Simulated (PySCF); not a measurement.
# C4H10S2Si: the cost of one run

Computed with PySCF 2.14.0, with density-fitted response routines of our own, on a single molecule in the gas phase. Atoms count from 0, in the outputs and in this text.

## 1. The molecule as given

17 atoms, charge 0, multiplicity 1; geometry from: GFN2-xTB.

Bonds of the start (Å): C0–C1 1.49, C1–S2 1.63, C1–C3 1.48, C3–S4 1.85, S4–C5 1.81, C5–Si6 1.91, C0–H7 1.09, C0–H8 1.09, C0–H9 1.09, C3–H10 1.09, C3–H11 1.09, C5–H12 1.09, C5–H13 1.09, Si6–H14 1.46, Si6–H15 1.46, Si6–H16 1.46.

## 2. Ultraviolet spectrum: B3LYP/def2-SVPD

What the job is given:

```
{"job": {"kind": "uv", "xc": "B3LYP", "basis": "def2-SVPD", "nstates": 8, "ntriplets": 3}, "charge": 0, "multiplicity": 1}
C     -2.701014     0.414975     0.525368
C     -1.710846     0.652357    -0.558986
S     -1.361836     2.149321    -1.104049
C     -0.990234    -0.528878    -1.079680
S      0.360414    -0.902528     0.128130
C      1.548239     0.396106    -0.294706
Si     2.978173     0.414031     0.967560
H     -2.998476     1.350823     0.990838
H     -2.285605    -0.256858     1.276044
H     -3.586267    -0.066878     0.105794
H     -1.605817    -1.427276    -1.095516
H     -0.528592    -0.351782    -2.049583
H      1.904751     0.201434    -1.305553
H      1.014542     1.347153    -0.291295
H      2.425452     0.682089     2.292859
H      3.890434     1.476391     0.544690
H      3.639685    -0.888989     0.938176
```

With the program's defaults for keys left out, this is: TDDFT B3LYP/def2-SVPD, vertical, gas phase, core orbitals frozen in the response.

Command:

```sh
$ OMP_NUM_THREADS=1 python probes_run.py task.json out
```

One launch serves the whole session: the jobs run in the order shown.

**Question.** How long does this job take on 1 thread of Arm Neoverse N1, shared host, and how much memory does it need?

About 92 s, with a peak of 0.9 GiB.
